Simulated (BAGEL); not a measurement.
# One shape, several levels: doublet B2SiH5F+

Wanted: a comparison of 4 runs (UHF/STO-3G, ROHF/6-31G*, ROHF/cc-pVDZ, UHF/cc-pVDZ) of doublet B2SiH5F+. 

Program for the calculation: BAGEL 1.2.2.

2 further runs of the same task are left out: 2 set aside as unsound or not needed.

### 1 Starting point

The species is B2SiH5F+ (9 atoms), meant as a doublet with charge +1. SMILES of the parent species: `B[SiH2]BF`. Geometry: relaxed at GFN2-xTB. This is one conformer, not always the lowest. That shape belongs to the parent species and isn't relaxed for this state.

Bond lengths: B1–Si2 1.953 Å, Si2–B3 1.984 Å, B3–F4 1.318 Å, B1–H5 1.171 Å, B1–H6 1.170 Å, Si2–H7 1.478 Å, Si2–H8 1.478 Å, B3–H9 1.179 Å. Some angles: B1–Si2–B3 105.2°, Si2–B3–F4 119.4°, B1–Si2–H7 114.5°, B1–Si2–H8 114.8°, B3–Si2–H7 110.1°, B3–Si2–H8 109.9°, Si2–B1–H5 121.4°, Si2–B1–H6 121.6°, Si2–B3–H9 126.6°, F4–B3–H9 113.9°.

### 2 The energy at UHF/STO-3G (density fitting with qzvpp-jkfit) (run 1)

The input, hf.json:

```json
{ "bagel": [

{
  "title": "molecule",
  "basis": "sto-3g",
  "df_basis": "qzvpp-jkfit",
  "angstrom": true,
  "geometry": [
    { "atom": "B", "xyz": [   -0.964080,    1.319810,    0.009850 ] },
    { "atom": "Si", "xyz": [    0.695180,    0.310200,   -0.193090 ] },
    { "atom": "B", "xyz": [    0.220770,   -1.565380,    0.246580 ] },
    { "atom": "F", "xyz": [   -0.490240,   -2.270120,   -0.610130 ] },
    { "atom": "H", "xyz": [   -1.332200,    1.683980,    1.060410 ] },
    { "atom": "H", "xyz": [   -1.680900,    1.508430,   -0.894960 ] },
    { "atom": "H", "xyz": [    1.294080,    0.379250,   -1.542630 ] },
    { "atom": "H", "xyz": [    1.807010,    0.763830,    0.667760 ] },
    { "atom": "H", "xyz": [    0.450370,   -2.130000,    1.256210 ] }
  ]
},
{ "title": "uhf", "charge": 1, "nopen": 1 },
{ "title": "print", "file": "orbitals.molden", "orbitals": true }

]}
```

Started as:

```
BAGEL_NUM_THREADS=1 BAGEL hf.json > hf.out
```

Standard output:

```text
* using 1 threads per process

  ===============================================================
  ===============================================================

  *** Geometry ***

  { "atom" : "B", "xyz" : [     -1.821847,      2.494079,      0.018614 ] },
  { "atom" : "Si", "xyz" : [      1.313700,      0.586193,     -0.364887 ] },
  { "atom" : "B", "xyz" : [      0.417195,     -2.958139,      0.465969 ] },
[... 5 lines of this table left out ...]
  { "atom" : "H", "xyz" : [      0.851076,     -4.025117,      2.373893 ] },

  Number of auxiliary basis functions:      445

  Since a DF basis is specified, we compute 2- and 3-index integrals:
    o Being stored without compression. Storage requirement is 0.003 GB

  Number of basis functions:       29
  Number of electrons      :       38

    * METHOD: MOLECULE                             0.31

  *** Open-shell HF ***

  === Nuclear Repulsion ===
   129.0067475145

      * DIIS with orbital gradients will be used.

  === UHF iteration (sto-3g) ===
      0       -434.88519702          0.03973265           0.06
      1       -434.99584230          0.01958368           0.06
      2       -435.01391796          0.00855028           0.06
[... 18 lines of this table left out ...]
     21       -435.01930394          0.00000001           0.04
    * SCF iteration converged.

    * S^2 (UHF) is 0.7661

    * Permanent dipole moment:
           (   -0.294375,    -0.003917,    -0.374570) a.u.

    * METHOD: UHF                                  1.34

    * METHOD: PRINT                                0.00

  ===============================================================
```

It took 2 s on 1 thread of Intel Xeon at 2.50GHz (Skylake/Cascade Lake), shared host.

### 3 The energy at ROHF/6-31G(d) (density fitting with qzvpp-jkfit, spherical functions) (run 2)

The input, input.json:

```json
{ "bagel" : [

{
  "title" : "molecule",
  "basis" : "6-31gs.json",
  "df_basis" : "qzvpp-jkfit",
  "angstrom" : "true",
  "geometry" : [
    { "atom" : "B", "xyz" : [      -0.964080,       1.319810,       0.009850 ] },
    { "atom" : "Si", "xyz" : [       0.695180,       0.310200,      -0.193090 ] },
    { "atom" : "B", "xyz" : [       0.220770,      -1.565380,       0.246580 ] },
    { "atom" : "F", "xyz" : [      -0.490240,      -2.270120,      -0.610130 ] },
    { "atom" : "H", "xyz" : [      -1.332200,       1.683980,       1.060410 ] },
    { "atom" : "H", "xyz" : [      -1.680900,       1.508430,      -0.894960 ] },
    { "atom" : "H", "xyz" : [       1.294080,       0.379250,      -1.542630 ] },
    { "atom" : "H", "xyz" : [       1.807010,       0.763830,       0.667760 ] },
    { "atom" : "H", "xyz" : [       0.450370,      -2.130000,       1.256210 ] }
  ]
},

{ "title" : "rohf", "charge" : 1, "nopen" : 1 },

{ "title" : "print", "file" : "orbitals.molden", "orbitals" : "true" }

]}
```

The basis set 6-31G* is read from a file made from the Basis Set Exchange's data (not shown).

Started as:

```
BAGEL_NUM_THREADS=1 BAGEL input.json > input.out
```

Standard output:

```text
* using 1 threads per process

  ===============================================================
  ===============================================================

  *** Geometry ***

  { "atom" : "B", "xyz" : [     -1.821847,      2.494079,      0.018614 ] },
  { "atom" : "Si", "xyz" : [      1.313700,      0.586193,     -0.364887 ] },
  { "atom" : "B", "xyz" : [      0.417195,     -2.958139,      0.465969 ] },
[... 5 lines of this table left out ...]
  { "atom" : "H", "xyz" : [      0.851076,     -4.025117,      2.373893 ] },

  Number of auxiliary basis functions:      445

  Since a DF basis is specified, we compute 2- and 3-index integrals:
    o Being stored without compression. Storage requirement is 0.017 GB

  Number of basis functions:       70
  Number of electrons      :       38

    * METHOD: MOLECULE                             0.47

  *** Open-shell HF ***

  === Nuclear Repulsion ===
   129.0067475145

      * DIIS with orbital gradients will be used.

  === ROHF iteration (6-31gs.json) ===
      0       -440.07936119          0.03943735           0.16
      1       -440.19206888          0.02730355           0.16
      2       -440.22649041          0.01810119           0.16
[... 18 lines of this table left out ...]
     21       -440.25578959          0.00000001           0.16
    * SCF iteration converged.

    * S^2 (ROHF) is 0.7500

    * Permanent dipole moment:
           (   -0.357630,    -0.406998,    -0.614398) a.u.

    * METHOD: ROHF                                 3.74

    * METHOD: PRINT                                0.01

  ===============================================================
```

It took 4.8 s on 1 thread of Intel Xeon at 2.50GHz (Skylake/Cascade Lake), shared host.

Run 3 isn't shown in full; the table further down has it.

### 4 The energy at UHF/cc-pVDZ (density fitting with qzvpp-jkfit) (run 4)

The input, job.json:

```json
{ "bagel" : [

{
  "title" : "molecule",
  "basis" : "cc-pvdz.json",
  "df_basis" : "qzvpp-jkfit",
  "angstrom" : true,
  "geometry" : [
    { "atom" : "B", "xyz" : [   -0.964080,    1.319810,    0.009850 ] },
    { "atom" : "Si", "xyz" : [    0.695180,    0.310200,   -0.193090 ] },
    { "atom" : "B", "xyz" : [    0.220770,   -1.565380,    0.246580 ] },
    { "atom" : "F", "xyz" : [   -0.490240,   -2.270120,   -0.610130 ] },
    { "atom" : "H", "xyz" : [   -1.332200,    1.683980,    1.060410 ] },
    { "atom" : "H", "xyz" : [   -1.680900,    1.508430,   -0.894960 ] },
    { "atom" : "H", "xyz" : [    1.294080,    0.379250,   -1.542630 ] },
    { "atom" : "H", "xyz" : [    1.807010,    0.763830,    0.667760 ] },
    { "atom" : "H", "xyz" : [    0.450370,   -2.130000,    1.256210 ] }
  ]
},
{
  "title" : "uhf",
  "charge" : 1,
  "nopen" : 1
},
{
  "title" : "print",
  "file" : "orbitals.molden",
  "orbitals" : true
}

]}
```

The basis set cc-pVDZ is read from a file made from the Basis Set Exchange's data (not shown).

Started as:

```
BAGEL_NUM_THREADS=1 BAGEL job.json > job.out
```

Standard output:

```text
* using 1 threads per process

  ===============================================================
  ===============================================================

  *** Geometry ***

  { "atom" : "B", "xyz" : [     -1.821847,      2.494079,      0.018614 ] },
  { "atom" : "Si", "xyz" : [      1.313700,      0.586193,     -0.364887 ] },
  { "atom" : "B", "xyz" : [      0.417195,     -2.958139,      0.465969 ] },
[... 5 lines of this table left out ...]
  { "atom" : "H", "xyz" : [      0.851076,     -4.025117,      2.373893 ] },

  Number of auxiliary basis functions:      445

  Since a DF basis is specified, we compute 2- and 3-index integrals:
    o Being stored without compression. Storage requirement is 0.026 GB

  Number of basis functions:       85
  Number of electrons      :       38

    * METHOD: MOLECULE                             0.53

  *** Open-shell HF ***

  === Nuclear Repulsion ===
   129.0067475145

      * DIIS with orbital gradients will be used.

  === UHF iteration (cc-pvdz.json) ===
      0       -440.11480293          0.02505240           0.19
      1       -440.22611970          0.01706555           0.21
      2       -440.25882693          0.01069500           0.22
[... 24 lines of this table left out ...]
     27       -440.28468957          0.00000001           0.21
    * SCF iteration converged.

    * S^2 (UHF) is 0.8058

    * Permanent dipole moment:
           (   -0.233322,    -0.769249,    -0.607763) a.u.

    * METHOD: UHF                                  6.46

    * METHOD: PRINT                                0.01

  ===============================================================
```

Run time: 7.5 s. Hardware: 1 thread of Intel Xeon at 2.50GHz (Skylake/Cascade Lake), shared host.

### 5 Overview of the runs

```csv
run,level,energy (Eh),⟨S²⟩,wall time
1,UHF/STO-3G (density fitting with qzvpp-jkfit),-435.019304,0.766,2 s
2,"ROHF/6-31G* (density fitting with qzvpp-jkfit, spherical functions)",-440.255790,0.750,4.8 s
3,ROHF/cc-pVDZ (density fitting with qzvpp-jkfit),-440.277203,0.750,6 s
4,UHF/cc-pVDZ (density fitting with qzvpp-jkfit),-440.284690,0.806,7.5 s
```

### 6 What came out

| quantity | value |
| --- | --- |
| run 4: total energy | -440.28469 Eh |
| run 4: ⟨S²⟩ | 0.806 |

In run 1 the basis is minimal, so the values are rough. All runs together took 20 s, the longest 7.5 s.
